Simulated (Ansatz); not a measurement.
# CH4GaS radical: one species, many methods

One table from this session's results is given with a row withheld; the runs are named, their logs left out.

Computed with Ansatz 0.2.0, Gaussian basis. Level: functionals in def2-TZVPP, the program's frozen cores in correlated methods.

Levels to be run: LDA (SPW92), PBE-D4, revPBE-D4, BLYP-D4, r2SCAN-D4, B97M-V, PBE0-D4, B3LYP-D4, r2SCANh-D4, r2SCAN0-D4, HSE06-D4, BHLYP-D4, CAM-B3LYP-D4, LC-ωPBE, ωB97X-V, ωB97M-V, B2PLYP, PBE-QIDH; CCSD(T)/def2-SVP; CCSD(T)/def2-TZVPP; MP2/def2-QZVPP; extrapolation to the limit; RPA on PBE.

## The geometry

The geometry comes from an earlier relaxation with PBE0-D4 in a triple-zeta def2 set; it is a stationary point, not always the lowest conformer.

SMILES `[CH3][Ga][SH]`, 7 atoms, charge 0, spin multiplicity 2.

Atoms are counted from 1 here; the program's logs count them from 0.

Bond lengths: C1–Ga2 1.996 Å, C1–H4 1.093 Å, C1–H5 1.093 Å, C1–H6 1.089 Å, Ga2–S3 2.240 Å, S3–H7 1.346 Å. Angles: Ga2–C1–H4 108.2°, Ga2–C1–H5 108.2°, Ga2–C1–H6 112.0°, H4–C1–H5 109.0°, H4–C1–H6 109.6°, H5–C1–H6 109.6°, C1–Ga2–S3 117.6°, Ga2–S3–H7 93.8°.

Set-up of the first run:

in.yaml

```yaml
crystal:
  periodic: [false, false, false]
  atoms:
    - {symbol: C, position_ang: [-0.760743, 0.655146, -0.343876]}
    - {symbol: Ga, position_ang: [0.076859, -0.018660, 1.337916]}
    - {symbol: S, position_ang: [1.747295, -1.497752, 1.144607]}
    - {symbol: H, position_ang: [-1.160077, -0.200750, -0.893858]}
    - {symbol: H, position_ang: [0.016291, 1.134072, -0.945009]}
    - {symbol: H, position_ang: [-1.560223, 1.367189, -0.145029]}
    - {symbol: H, position_ang: [1.701898, -1.507345, -0.200552]}
basis:
  gaussian: {orbitals: def2-TZVPP}
magnetization: {spin_polarized: true, initial_magnetization: 1}
hamiltonian: {xc: lda}
output: {orbitals: {seedname: orbitals}}
```

Among the steps run: LDA; PBE-D4 (GGA); revPBE-D4 (GGA); BLYP-D4 (GGA); r2SCAN-D4 (meta-GGA); B97M-V (meta-GGA); PBE0-D4 (hybrid); B3LYP-D4 (hybrid); r2SCANh-D4 (hybrid); r2SCAN0-D4 (hybrid); HSE06-D4 (hybrid); BHLYP-D4 (hybrid); CAM-B3LYP-D4 (range-separated); LC-ωPBE-D4 (range-separated; the results give it without D4); ωB97X-V (range-separated); ωB97M-V (range-separated); B2PLYP (double hybrid); PBE-QIDH (double hybrid).

One of the session's tables, all rows but one given; the rest of the session is left out.

It belongs to the step «Orbital energies across the functionals». 

| functional | HOMO (eV) | LUMO (eV) | gap (eV) |
| --- | --- | --- | --- |
| LDA (SPW92) | -4.72 | -3.83 | 0.89 |
| PBE-D4 | -4.66 | -3.48 | 1.17 |
| revPBE-D4 | -4.63 | -3.35 | 1.28 |
| BLYP-D4 | -4.46 | -3.53 | 0.93 |
| r2SCAN-D4 | -5.01 | -3.11 | 1.90 |
| B97M-V | -4.76 | -3.69 | 1.06 |
| PBE0-D4 | -5.68 | -2.58 | 3.10 |
| B3LYP-D4 | -5.43 | -3.01 | 2.43 |
| r2SCANh-D4 | -5.38 | -2.81 | 2.58 |
| r2SCAN0-D4 | -5.94 | -2.37 | 3.57 |
| HSE06-D4 | -5.29 | -2.96 | 2.33 |
| BHLYP-D4 | -6.52 | -1.86 | 4.66 |
| CAM-B3LYP-D4 | -6.86 | -1.78 | 5.08 |
| LC-ωPBE | ? | ? | ? |
| ωB97X-V | -7.75 | -0.75 | 7.00 |
| ωB97M-V | -7.63 | -0.93 | 6.70 |

Q: Estimate the row for LC-ωPBE from the others.

The run gave: HOMO (eV): -8.24; LUMO (eV): -0.34; gap (eV): 7.90. In the column «HOMO (eV)» it is the lowest.
